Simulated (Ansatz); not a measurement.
# HSeO₂−: one structure at several levels

An exercise on one series of results from a longer session: the logs are not shown, and one member is left open.

Program: Ansatz 0.2.0, Gaussian basis. Level of theory: single points in def2-TZVPPD. These are calculated values, not measurements.

Cores are frozen in the correlated methods. Filled d shells of the heavier atoms are correlated.

## The starting structure

SMILES `[O-][Se]O`, 4 atoms, charge -1, spin multiplicity 1.

Atoms are counted from 1 here; the program's logs count them from 0.

Bond lengths: O1–Se2 1.673 Å, Se2–O3 1.905 Å, O3–H4 0.938 Å. Angles: O1–Se2–O3 93.4°, Se2–O3–H4 103.2°.

As a file:

```xyz
4
charge -1, multiplicity 1
O     0.8509    0.1341    1.1950
Se   -0.7686    0.3348    0.8250
O    -0.5150   -0.0790   -1.0168
H     0.4057   -0.2503   -1.0730
```

The first run:

Input file run/in.yaml:

```yaml
crystal:
  periodic: [false, false, false]
  atoms:
    - {symbol: O, position_ang: [0.850900, 0.134100, 1.195000]}
    - {symbol: Se, position_ang: [-0.768600, 0.334800, 0.825000]}
    - {symbol: O, position_ang: [-0.515000, -0.079000, -1.016800]}
    - {symbol: H, position_ang: [0.405700, -0.250300, -1.073000]}
basis:
  gaussian: {orbitals: "def2-TZVPPD.json"}
total_charge: -1
correlation: {method: ccsd_t}
output: {forces: true}
```

The basis file named in the input lies beside it (Basis Set Exchange, JSON).

The command line of these runs was not kept.

Among the steps run: CCSD(T)/def2-TZVPPD; PBE0-D4/def2-TZVPPD; wB97M-V/def2-TZVPPD; r2SCAN-D4/def2-TZVPPD; PBE-D4/def2-TZVPPD; BHLYP-D4/def2-TZVPPD; r2SCAN0-D4/def2-TZVPPD.

One table of the session follows, with a row left open; its other results are not shown here.

```
    method  RMS force component (eV/Å)  angle to CCSD(T) forces (°)
   CCSD(T)                       0.949                    reference
   PBE0-D4                       0.863                         12.1
   wB97M-V                       0.860                          9.9
 r2SCAN-D4                           ?                            ?
    PBE-D4                       1.145                         14.1
  BHLYP-D4                       0.715                         29.1
r2SCAN0-D4                       0.790                         22.7
```

**Question.** Estimate the row for r2SCAN-D4.

As computed: RMS force component (eV/Å): 0.922; angle to CCSD(T) forces (°): 6.9. In the column «RMS force component (eV/Å)» it lies between PBE0-D4 (0.863) and CCSD(T) (0.949).

Limits of these values: The anion's highest level is positive in at least one run, so there the basis alone may hold the extra electron.
